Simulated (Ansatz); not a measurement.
# Cu+ with SiH₃F: superposition error and deformation

Aim: split the binding of a pair into the counterpoise interaction, the basis-set superposition error and the cost of deforming the fragments.

Program: Ansatz 0.2.0, Gaussian basis. Level of theory: PBE0-D4 structures, single points in def2-TZVPPD. These are calculated values, not measurements.

Levels: PBE-D4, revPBE-D4, BLYP-D4, r2SCAN-D4, B97M-V, PBE0-D4, B3LYP-D4, HSE06-D4, wB97X-V, wB97M-V, B2PLYP, Hartree-Fock, MP2, CCSD, CCSD(T).

Cores are frozen in the correlated methods. The 3s and 3p shells of Cu and Zn are frozen; filled d shells are correlated. B3LYP uses VWN-RPA correlation. B2PLYP carries no dispersion term here.

129 further runs of the same task are left out: 129 set aside as unsound or not needed. Runs told in other sessions of the task aren't counted.

## Step 1: Starting geometry

The relaxed pair: 6 atoms, charge 1, spin multiplicity 1.

Atoms are counted from 1 here; the program's logs count them from 0.

Bond lengths: Cu1–F3 1.973 Å, Si2–F3 1.690 Å, Si2–H4 1.472 Å, Si2–H5 1.473 Å, Si2–H6 1.473 Å. Angles: F3–Si2–H4 103.7°, F3–Si2–H5 103.7°, F3–Si2–H6 103.6°, H4–Si2–H5 114.6°, H4–Si2–H6 114.6°, H5–Si2–H6 114.6°, Cu1–F3–Si2 178.6°.

Coordinates:

```xyz
6
CuFH3Si
Cu    0.09115    0.03819   -2.94221
Si   -0.02227   -0.00773    0.71765
F     0.03090   -0.00936   -0.97106
H     0.73017   -1.21720    1.09068
H    -1.46230   -0.06314    1.02028
H     0.63246    1.25924    1.08465
```

Atoms 1 to 1 are fragment A (Cu+), the rest fragment B (SiH₃F). From earlier runs, pair energy (eV) and counterpoise interaction (meV):

| method | E(pair) | interaction |
| --- | --- | --- |
| PBE-D4 | -55265.90081 | -1459 |
| revPBE-D4 | -55274.31888 | -1320 |
| BLYP-D4 | -55281.96195 | -1479 |
| r2SCAN-D4 | -55277.12554 | -1529 |
| B97M-V | -55267.09032 | -1478 |
| PBE0-D4 | -55267.02797 | -1380 |
| B3LYP-D4 | -55281.83260 | -1436 |
| HSE06-D4 | -55266.65735 | -1376 |
| wB97X-V | -55273.25736 | -1357 |
| wB97M-V | -55275.90939 | -1348 |
| B2PLYP | -55267.52257 | -1346 |
| Hartree-Fock | -55210.59230 | -1094 |
| MP2 | -55233.56593 | -1242 |
| CCSD(T) | -55233.23882 | -1236 |

First each fragment is run alone in its own basis, frozen in the shape it has in the pair (a, b).

## Step 2: wB97X-V/def2-TZVPPD

The input, a/in.yaml:

```yaml
crystal:
  periodic: [false, false, false]
  atoms:
    - {symbol: Cu, position_ang: [0.091147, 0.038190, -2.942206]}
basis:
  gaussian: {orbitals: "def2-TZVPPD.json"}
total_charge: 1
hamiltonian: {xc: {name: wB97X-V}}
```

The input, b/in.yaml:

```yaml
crystal:
  periodic: [false, false, false]
  atoms:
    - {symbol: Si, position_ang: [-0.022271, -0.007735, 0.717652]}
    - {symbol: F, position_ang: [0.030897, -0.009362, -0.971055]}
    - {symbol: H, position_ang: [0.730173, -1.217195, 1.090675]}
    - {symbol: H, position_ang: [-1.462305, -0.063141, 1.020280]}
    - {symbol: H, position_ang: [0.632461, 1.259242, 1.084654]}
basis:
  gaussian: {orbitals: "def2-TZVPPD.json"}
hamiltonian: {xc: {name: wB97X-V}}
```

The basis file named in the input lies beside it (Basis Set Exchange, JSON).

Each run has its own folder and the same command.

Command:

```console
$ ansatz run in.yaml --threads 4 --pin off --events-out ev --progress --plain --max-ram 9574MiB
```

Log of a:

```text
Functional definition: wB97X-V
  name "wB97X-V"
  cite "Mardirossian & Head-Gordon, Phys. Chem. Chem. Phys. 16, 9904 (2014) doi:10.1039/C3CP54374A"
  cite "Becke, J. Chem. Phys. 107, 8554 (1997) doi:10.1063/1.475007"
  cite "Vydrov & Van Voorhis, J. Chem. Phys. 133, 244103 (2010) doi:10.1063/1.3521275"
  parameter omega = 0.3/bohr
  parameter cx = 0.167
  parameter cx1 = 0.603
  parameter cx2 = 1.194
  parameter css0 = 0.556
  parameter css1 = -0.257
  parameter cos0 = 1.219
  parameter cos1 = -1.850
  parameter b = 6.0
  parameter c = 0.01
  exchange = spin_sum(e_x_unif_sr(omega)*poly(b97_u_x, 1 - cx, cx1, cx2)) + cx*exact_x_sr(omega) + exact_x_lr(omega)
  correlation = spin_sum(e_c_pw_same_spin*poly(b97_u_same, css0, css1))
      + integral(e_c_pw_opposite_spin*poly(b97_u_opposite, cos0, cos1)) + vv10(b, c)
553 factors; their error is unknown
76 factors; integrals over basis functions are off by at most 9.5e-5 eV
mean field evaluation 1: about -44597.6896 eV, gradient 2.1e2 eV
mean field evaluation 2: about -43801.8782 eV, gradient 6.3e2 eV
mean field evaluation 4: about -44626.8767 eV, gradient 4.0e1 eV
mean field evaluation 8: about -44627.9285 eV, gradient 4.9e-2 eV
mean field evaluation 16: about -44627.9285 eV, gradient 1.9e-6 eV
mean field -44627.92849578 eV, -1640.0461223234 hartree, gradient 1.9e-6 eV, S^2 0.000000; 0 other end points of the search recorded, 0 dependent functions left out
reference -44627.92849419 eV, -1640.0461222651 hartree; 14, 14 occupied and 53, 53 virtual orbitals, 553 factors
Total energy: -44627.92849419 eV, -1640.0461222651 hartree
```

b printed, cut to the lines that bear on the results:

```text
[... 5 set-up lines as earlier in the session ...]
[...]
      + integral(e_c_pw_opposite_spin*poly(b97_u_opposite, cos0, cos1)) + vv10(b, c)
689 factors; their error is unknown
200 factors; integrals over basis functions are off by at most 2.2e-5 eV
[...]
mean field -10643.95392910 eV, -391.1580921632 hartree, gradient 2.3e-5 eV, S^2 0.000000; 0 other end points of the search recorded, 0 dependent functions left out
reference -10643.95392698 eV, -391.1580920855 hartree; 13, 13 occupied and 126, 126 virtual orbitals, 689 factors
Total energy: -10643.95392698 eV, -391.1580920855 hartree
```

Times: 1.1 s (a), 2.3 s (b) on 4 threads of AMD EPYC 7R43, shared host.

## Step 3: wB97M-V/def2-TZVPPD

Each input of step 2 (a, b) changes in the same lines:

```diff
-hamiltonian: {xc: {name: wB97X-V}}
+hamiltonian: {xc: {name: wB97M-V}}
```

The same command starts each run, in its folder.

Command:

```console
$ ansatz run in.yaml --threads 4 --pin off --events-out ev --progress --plain --max-ram 9574MiB
```

a printed, cut to the lines that bear on the results:

```text
Functional definition: wB97M-V
  name "wB97M-V"
  cite "Mardirossian & Head-Gordon, J. Chem. Phys. 144, 214110 (2016) doi:10.1063/1.4952647"
[... 2 set-up lines as earlier in the session ...]
  # Of w^i u^j: cxij and so on, Table III.
[...]
  gx(w, u) = 1 - cx + cx01*u + cx10*w
  gss(w, u) = css00 + css04*u^4 + css10*w + css20*w^2 + css43*w^4*u^3
  gos(w, u) = cos00 + cos10*w + (cos20 + cos21*u)*w^2 + (cos60 + cos61*u)*w^6
[...]
      + integral(e_c_pw_mod_opposite_spin*gos(b97_w_opposite, b97_u_opposite)) + vv10(b, c)
553 factors; their error is unknown
76 factors; integrals over basis functions are off by at most 9.5e-5 eV
[...]
mean field -44629.92506603 eV, -1640.1194949268 hartree, gradient 5.5e-5 eV, S^2 0.000000; 0 other end points of the search recorded, 0 dependent functions left out
reference -44629.92510447 eV, -1640.1194963396 hartree; 14, 14 occupied and 53, 53 virtual orbitals, 553 factors
Total energy: -44629.92510447 eV, -1640.1194963396 hartree
```

Log of b, cut to the lines that bear on the results:

```text
[... 5 set-up lines as earlier in the session ...]
  # Of w^i u^j: cxij and so on, Table III.
[...]
  gx(w, u) = 1 - cx + cx01*u + cx10*w
  gss(w, u) = css00 + css04*u^4 + css10*w + css20*w^2 + css43*w^4*u^3
  gos(w, u) = cos00 + cos10*w + (cos20 + cos21*u)*w^2 + (cos60 + cos61*u)*w^6
[...]
      + integral(e_c_pw_mod_opposite_spin*gos(b97_w_opposite, b97_u_opposite)) + vv10(b, c)
684 factors; their error is unknown
200 factors; integrals over basis functions are off by at most 2.2e-5 eV
[...]
mean field -10644.62076782 eV, -391.1825980343 hartree, gradient 2.3e-5 eV, S^2 0.000000; 0 other end points of the search recorded, 0 dependent functions left out
reference -10644.62081995 eV, -391.1825999500 hartree; 13, 13 occupied and 126, 126 virtual orbitals, 684 factors
Total energy: -10644.62081995 eV, -391.1825999500 hartree
```

Wall times: 1.2 s (a), 2.7 s (b) on 4 threads of AMD EPYC 7R43, shared host.

## Step 4: B2PLYP/def2-TZVPPD

a/in.yaml: that of step 3 with these lines changed.

```diff
@@ -7,2 +7,3 @@
 total_charge: 1
-hamiltonian: {xc: {name: wB97M-V}}
+hamiltonian: {xc: {name: B2PLYP}}
+correlation: {frozen_orbitals: {Cu: 9}}
```

b/in.yaml: that of step 3 with these lines changed.

```diff
@@ -10,2 +10,2 @@
   gaussian: {orbitals: "def2-TZVPPD.json"}
-hamiltonian: {xc: {name: wB97M-V}}
+hamiltonian: {xc: {name: B2PLYP}}
```

The same command starts each run, in its folder.

Command:

```console
$ ansatz run in.yaml --threads 4 --pin off --events-out ev --progress --plain --max-ram 9574MiB
```

Log of a, cut to the lines that bear on the results:

```text
Functional definition: B2PLYP
  name "B2PLYP"
  cite "Grimme, J. Chem. Phys. 124, 034108 (2006) doi:10.1063/1.2148954"
  cite "Becke, Phys. Rev. A 38, 3098 (1988) doi:10.1103/PhysRevA.38.3098"
  cite "Lee, Yang & Parr, Phys. Rev. B 37, 785 (1988) doi:10.1103/PhysRevB.37.785"
[...]
466 factors; integrals over basis functions are off by at most 1.4e-4 eV
[...]
mean field -44620.83074562 eV, -1639.7852848161 hartree, gradient 3.5e-6 eV, S^2 0.000000; 0 other end points of the search recorded, 0 dependent functions left out
9 core orbitals not correlated: weight in the atoms' cores, before any rotation towards them, 1.000 or more for the frozen orbitals, at most 0.000 for the correlated occupied ones
reference -44620.83084023 eV, -1639.7852882931 hartree; 5, 5 occupied and 53, 53 virtual orbitals, 466 factors
second order -14.37753326 eV of doubles, -0.00000000 eV of singles
Total energy: -44624.71277421 eV, -1639.9279467357 hartree
```

Log of b, cut to the lines that bear on the results:

```text
[... 5 set-up lines as earlier in the session ...]
[...]
796 factors; integrals over basis functions are off by at most 1.2e-3 eV
[...]
mean field -10638.02420554 eV, -390.9401788416 hartree, gradient 6.0e-6 eV, S^2 0.000000; 0 other end points of the search recorded, 0 dependent functions left out
6 core orbitals not correlated: weight in the atoms' cores, before any rotation towards them, 1.000 or more for the frozen orbitals, at most 0.000 for the correlated occupied ones
reference -10638.02435543 eV, -390.9401843501 hartree; 7, 7 occupied and 126, 126 virtual orbitals, 796 factors
second order -12.62123794 eV of doubles, -0.00000000 eV of singles
Total energy: -10641.43208967 eV, -391.0654162738 hartree
```

They took 0.8 s (a), 2 s (b) on 4 threads of AMD EPYC 7R43, shared host.

## Step 5: B97M-V/def2-TZVPPD

a/in.yaml: that of step 4 with these lines changed.

```diff
@@ -7,3 +7,2 @@
 total_charge: 1
-hamiltonian: {xc: {name: B2PLYP}}
-correlation: {frozen_orbitals: {Cu: 9}}
+hamiltonian: {xc: {name: B97M-V}}
```

b/in.yaml: that of step 4 with these lines changed.

```diff
@@ -10,2 +10,2 @@
   gaussian: {orbitals: "def2-TZVPPD.json"}
-hamiltonian: {xc: {name: B2PLYP}}
+hamiltonian: {xc: {name: B97M-V}}
```

One command serves all of them, each in its own folder.

Command:

```console
$ ansatz run in.yaml --threads 4 --pin off --events-out ev --progress --plain --max-ram 9574MiB
```

a printed, cut to the lines that bear on the results:

```text
Functional definition: B97M-V
  name "B97M-V"
  cite "Mardirossian & Head-Gordon, J. Chem. Phys. 142, 074111 (2015) doi:10.1063/1.4907719"
[... 2 set-up lines as earlier in the session ...]
  # Of w^i u^j: cxij and so on, Table III.
[...]
  gx(w, u) = cx00 + cx01*u + cx02*u^2 + (cx10 + cx11*u)*w
  gss(w, u) = css00 + css02*u^2 + css10*w + (css32*w^3 + css42*w^4)*u^2
  gos(w, u) = cos00 + cos01*u + cos03*u^3 + cos10*w + cos32*w^3*u^2
[...]
      + integral(e_c_pw_mod_opposite_spin*gos(b97_w_opposite, b97_u_opposite)) + vv10(b, c)
509 factors; their error is unknown
[...]
mean field -44622.55542175 eV, -1639.8486654948 hartree, gradient 5.7e-5 eV, S^2 0.000000; 0 other end points of the search recorded, 0 dependent functions left out
reference -44622.55546930 eV, -1639.8486672424 hartree; 14, 14 occupied and 53, 53 virtual orbitals, 509 factors
Total energy: -44622.55546930 eV, -1639.8486672424 hartree
```

b printed, cut to the lines that bear on the results:

```text
[... 5 set-up lines as earlier in the session ...]
  # Of w^i u^j: cxij and so on, Table III.
[...]
  gx(w, u) = cx00 + cx01*u + cx02*u^2 + (cx10 + cx11*u)*w
  gss(w, u) = css00 + css02*u^2 + css10*w + (css32*w^3 + css42*w^4)*u^2
  gos(w, u) = cos00 + cos01*u + cos03*u^3 + cos10*w + cos32*w^3*u^2
[...]
      + integral(e_c_pw_mod_opposite_spin*gos(b97_w_opposite, b97_u_opposite)) + vv10(b, c)
679 factors; their error is unknown
[...]
mean field -10643.04213015 eV, -391.1245841698 hartree, gradient 4.0e-5 eV, S^2 0.000000; 0 other end points of the search recorded, 0 dependent functions left out
reference -10643.04219262 eV, -391.1245864658 hartree; 13, 13 occupied and 126, 126 virtual orbitals, 679 factors
Total energy: -10643.04219262 eV, -391.1245864658 hartree
```

Times: 1.1 s (a), 2.4 s (b) on 4 threads of AMD EPYC 7R43, shared host.

## Step 6: CCSD(T)/def2-TZVPPD

a/in.yaml: that of step 5 with these lines changed.

```diff
@@ -7,2 +7,2 @@
 total_charge: 1
-hamiltonian: {xc: {name: B97M-V}}
+correlation: {method: ccsd_t, frozen_orbitals: {Cu: 9}}
```

b/in.yaml: that of step 5 with these lines changed.

```diff
@@ -10,2 +10,2 @@
   gaussian: {orbitals: "def2-TZVPPD.json"}
-hamiltonian: {xc: {name: B97M-V}}
+correlation: {method: ccsd_t}
```

The same command starts each run, in its folder.

Command:

```console
$ ansatz run in.yaml --threads 4 --pin off --events-out ev --progress --plain --max-ram 9574MiB
```

Log of a, cut to the lines that bear on the results:

```text
Functional definition: HF
  name "HF"
  cite "Fock, Z. Phys. 61, 126 (1930) doi:10.1007/BF01340294"
  parent pbe
[...]
466 factors; integrals over basis functions are off by at most 1.4e-4 eV
[...]
mean field -44590.93228105 eV, -1638.6865365090 hartree, gradient 7.8e-7 eV, S^2 0.000000; 0 other end points of the search recorded, 0 dependent functions left out
9 core orbitals not correlated: weight in the atoms' cores, before any rotation towards them, 1.000 or more for the frozen orbitals, at most 0.000 for the correlated occupied ones
reference -44590.93228105 eV, -1638.6865365090 hartree; 5, 5 occupied and 53, 53 virtual orbitals, 466 factors
second order -12.23242520 eV of doubles, -0.00000000 eV of singles
cycle   1  -10.14848895 eV  change     2.1e0 eV  update   1.1e-1
[...]
cycle   9  -10.67504323 eV  change    9.7e-6 eV  update   1.2e-6
perturbative correction -0.35026659 eV, -0.0128720598 hartree
Total energy: -44601.95759087 eV, -1639.0917091716 hartree
```

Log of b, cut to the lines that bear on the results:

```text
[... 4 set-up lines as earlier in the session ...]
[...]
796 factors; integrals over basis functions are off by at most 1.2e-3 eV
[...]
mean field -10618.55136380 eV, -390.2245651071 hartree, gradient 9.6e-7 eV, S^2 0.000000; 0 other end points of the search recorded, 0 dependent functions left out
6 core orbitals not correlated: weight in the atoms' cores, before any rotation towards them, 1.000 or more for the frozen orbitals, at most 0.000 for the correlated occupied ones
reference -10618.55136380 eV, -390.2245651071 hartree; 7, 7 occupied and 126, 126 virtual orbitals, 796 factors
second order -10.55290023 eV of doubles, -0.00000000 eV of singles
cycle   1  -10.78277146 eV  change   -2.3e-1 eV  update   7.6e-2
[...]
cycle   9  -11.12814121 eV  change   -2.8e-6 eV  update   8.6e-6
perturbative correction -0.30453220 eV, -0.0111913519 hartree
Total energy: -10629.98403721 eV, -390.6447081056 hartree
```

Wall times: 1.1 s (a), 5.5 s (b) on 4 threads of AMD EPYC 7R43, shared host; peak memory 0.74 GiB.

## Step 7: Relaxing SiH₃F alone

The input, relax-b/in.yaml:

```yaml
crystal:
  periodic: [false, false, false]
  atoms:
    - {symbol: Si, position_ang: [-0.022271, -0.007735, 0.717652]}
    - {symbol: F, position_ang: [0.030897, -0.009362, -0.971055]}
    - {symbol: H, position_ang: [0.730173, -1.217195, 1.090675]}
    - {symbol: H, position_ang: [-1.462305, -0.063141, 1.020280]}
    - {symbol: H, position_ang: [0.632461, 1.259242, 1.084654]}
basis:
  gaussian: {orbitals: def2-TZVP}
hamiltonian: {xc: pbe0, dispersion: d4}
relax: {f_tol: 0.005, max_steps: 200}
```

Command:

```console
$ ansatz run in.yaml --threads 4 --pin off --events-out ev --progress --plain --max-ram 9574MiB
```

Log, cut to the lines that bear on the results:

```text
Functional definition: PBE0
  name "PBE0"
  cite "Adamo & Barone, J. Chem. Phys. 110, 6158 (1999) doi:10.1063/1.478522"
  cite "Perdew, Burke & Ernzerhof, Phys. Rev. Lett. 77, 3865 (1996) doi:10.1103/PhysRevLett.77.3865"
[... 1 set-up line as earlier in the session ...]
[...]
556 factors; their error is unknown
[...]
mean field -10639.98986548 eV, -391.0124155124 hartree, gradient 4.6e-5 eV, S^2 0.000000; 0 other end points of the search recorded, 0 dependent functions left out
[...]
reference -10639.98989005 eV, -391.0124164152 hartree; 13, 13 occupied and 73, 73 virtual orbitals, 556 factors
relax step   1: F+E_penalty+E_count = -10640.02804040 eV  Δ(F+E_penalty+E_count) = +0.000e0 eV  max|allowed force component| = 3.049e0 eV/Å  Δτ_max = 0.0000 Å  (20 SCF iters, accepted)
[...]
556 factors; their error is unknown
mean field -10640.14967701 eV, -391.0182884776 hartree, gradient 2.1e-5 eV, S^2 0.000000; 1 other end points of the search recorded, 0 dependent functions left out
[...]
reference -10640.14970142 eV, -391.0182893746 hartree; 13, 13 occupied and 73, 73 virtual orbitals, 556 factors
Total energy: -10640.18814778 eV, -391.0197022524 hartree
Atom 0 at    -0.019480    -0.007580     0.628811 Å, force     0.000047    -0.000152    -0.001278 eV/Å
Atom 1 at     0.030869    -0.009449    -0.970312 Å, force    -0.000038     0.000039     0.001172 eV/Å
Atom 2 at     0.716110    -1.196577     1.119578 Å, force    -0.000062     0.000196     0.000036 eV/Å
Atom 3 at    -1.438957    -0.062418     1.050402 Å, force     0.000219     0.000116     0.000042 eV/Å
Atom 4 at     0.620413     1.237833     1.113727 Å, force    -0.000166    -0.000199     0.000027 eV/Å
Dipole moment:    -0.008319     0.000323     0.264185 e Å
```

Wall time 4.2 s (4 threads of AMD EPYC 7R43, shared host).

The steps of the relaxation:

| step | energy from step 1 (eV) | largest force component (eV/Å) |
| --- | --- | --- |
| 1 | 0.0000 | 3.0495 |
| 2 | -0.1107 | 1.6465 |
| 3 | -0.1546 | 0.4640 |
| 4 | -0.1601 | 0.0425 |
| 5 | -0.1601 | 0.0013 |

Close pairs (by a distance rule), those that changed most:

| bond | before (Å) | after (Å) | change (Å) |
| --- | --- | --- | --- |
| Si1–F2 | 1.690 | 1.600 | -0.090 |
| Si1–H3 | 1.472 | 1.482 | +0.009 |
| Si1–H4 | 1.473 | 1.482 | +0.009 |
| Si1–H5 | 1.473 | 1.482 | +0.009 |

## Step 8: PBE-D4/def2-TZVPPD

The input, free-b/in.yaml:

```yaml
crystal:
  periodic: [false, false, false]
  atoms:
    - {symbol: Si, position_ang: [-0.019480, -0.007580, 0.628811]}
    - {symbol: F, position_ang: [0.030869, -0.009449, -0.970312]}
    - {symbol: H, position_ang: [0.716110, -1.196577, 1.119578]}
    - {symbol: H, position_ang: [-1.438957, -0.062418, 1.050402]}
    - {symbol: H, position_ang: [0.620413, 1.237833, 1.113727]}
basis:
  gaussian: {orbitals: "def2-TZVPPD.json"}
hamiltonian: {xc: pbe, dispersion: d4}
```

Command:

```console
$ ansatz run in.yaml --threads 4 --pin off --events-out ev --progress --plain --max-ram 9574MiB
```

Log:

```text
Functional definition: PBE
  name "PBE"
[... 2 set-up lines as earlier in the session ...]
  parameter kappa = 0.804
  parameter beta = 0.06672455060314922
  exchange = pbe_x(kappa = kappa, mu = beta*pi^2/3)
  correlation = pbe_c(beta = beta)
679 factors; their error is unknown
mean field evaluation 1: about -10637.4438 eV, gradient 3.4e1 eV
mean field evaluation 2: about -10632.3991 eV, gradient 7.1e1 eV
mean field evaluation 4: about -10639.3132 eV, gradient 1.1e0 eV
mean field evaluation 8: about -10639.3012 eV, gradient 3.8e-2 eV
mean field -10639.30120111 eV, -390.9871075635 hartree, gradient 3.3e-5 eV, S^2 0.000000; 0 other end points of the search recorded, 0 dependent functions left out
reference -10639.30124343 eV, -390.9871091188 hartree; 13, 13 occupied and 126, 126 virtual orbitals, 679 factors
Total energy: -10639.34818640 eV, -390.9888342412 hartree
```

Wall time 0.75 s (4 threads of AMD EPYC 7R43, shared host).

## Step 9: r2SCAN-D4/def2-TZVPPD

free-b/in.yaml: that of step 8 with these lines changed.

```diff
@@ -10,2 +10,2 @@
   gaussian: {orbitals: "def2-TZVPPD.json"}
-hamiltonian: {xc: pbe, dispersion: d4}
+hamiltonian: {xc: r2scan, dispersion: d4}
```

Command:

```console
$ ansatz run in.yaml --threads 4 --pin off --events-out ev --progress --plain --max-ram 9574MiB
```

Log:

```text
Functional definition: r2SCAN
  name "r2SCAN"
  cite "Furness, Kaplan, Ning, Perdew & Sun, J. Phys. Chem. Lett. 11, 8208 (2020) doi:10.1021/acs.jpclett.0c02405"
  cite "Furness, Kaplan, Ning, Perdew & Sun, J. Phys. Chem. Lett. 11, 9248 (2020) doi:10.1021/acs.jpclett.0c03077"
  parent r2scan
  parameter k0 = 0.174
  parameter k1 = 0.065
  parameter a1 = 4.9479
  exchange = r2scan_x(k0 = k0, k1 = k1, a1 = a1)
  correlation = r2scan_c
679 factors; their error is unknown
mean field evaluation 1: about -10642.8355 eV, gradient 3.3e1 eV
mean field evaluation 2: about -10639.7573 eV, gradient 5.8e1 eV
mean field evaluation 4: about -10644.3560 eV, gradient 8.3e-1 eV
mean field evaluation 8: about -10644.3422 eV, gradient 2.5e-1 eV
mean field -10644.34230658 eV, -391.1723647725 hartree, gradient 2.2e-5 eV, S^2 0.000000; 0 other end points of the search recorded, 0 dependent functions left out
reference -10644.34232034 eV, -391.1723652781 hartree; 13, 13 occupied and 126, 126 virtual orbitals, 679 factors
Total energy: -10644.35283905 eV, -391.1727518337 hartree
```

It took 1.6 s on 4 threads of AMD EPYC 7R43, shared host.

## Step 10: PBE0-D4/def2-TZVPPD

free-b/in.yaml: that of step 9 with these lines changed.

```diff
@@ -10,2 +10,3 @@
   gaussian: {orbitals: "def2-TZVPPD.json"}
-hamiltonian: {xc: r2scan, dispersion: d4}
+hamiltonian: {xc: pbe0, dispersion: d4}
+output: {orbitals: {seedname: orbitals}}
```

Command:

```console
$ ansatz run in.yaml --threads 4 --pin off --events-out ev --progress --plain --max-ram 9574MiB
```

Log, cut to the lines that bear on the results:

```text
[... 5 set-up lines as earlier in the session ...]
  parameter a = 0.25
[... 2 set-up lines as earlier in the session ...]
  exchange = (1 - a)*pbe_x(kappa = kappa, mu = beta*pi^2/3) + a*exact_x
[... 1 set-up line as earlier in the session ...]
696 factors; their error is unknown
mean field evaluation 1: about -10638.8940 eV, gradient 3.0e1 eV
mean field evaluation 2: about -10637.1354 eV, gradient 4.8e1 eV
mean field evaluation 4: about -10640.1646 eV, gradient 4.5e-1 eV
mean field evaluation 8: about -10640.1886 eV, gradient 7.0e-3 eV
mean field -10640.18858847 eV, -391.0197184476 hartree, gradient 1.1e-5 eV, S^2 0.000000; 0 other end points of the search recorded, 0 dependent functions left out
reference -10640.18862037 eV, -391.0197196197 hartree; 13, 13 occupied and 126, 126 virtual orbitals, 696 factors
Total energy: -10640.22706673 eV, -391.0211324975 hartree
```

It took 1.2 s on 4 threads of AMD EPYC 7R43, shared host.

(Part 1 of 2 ends here.)
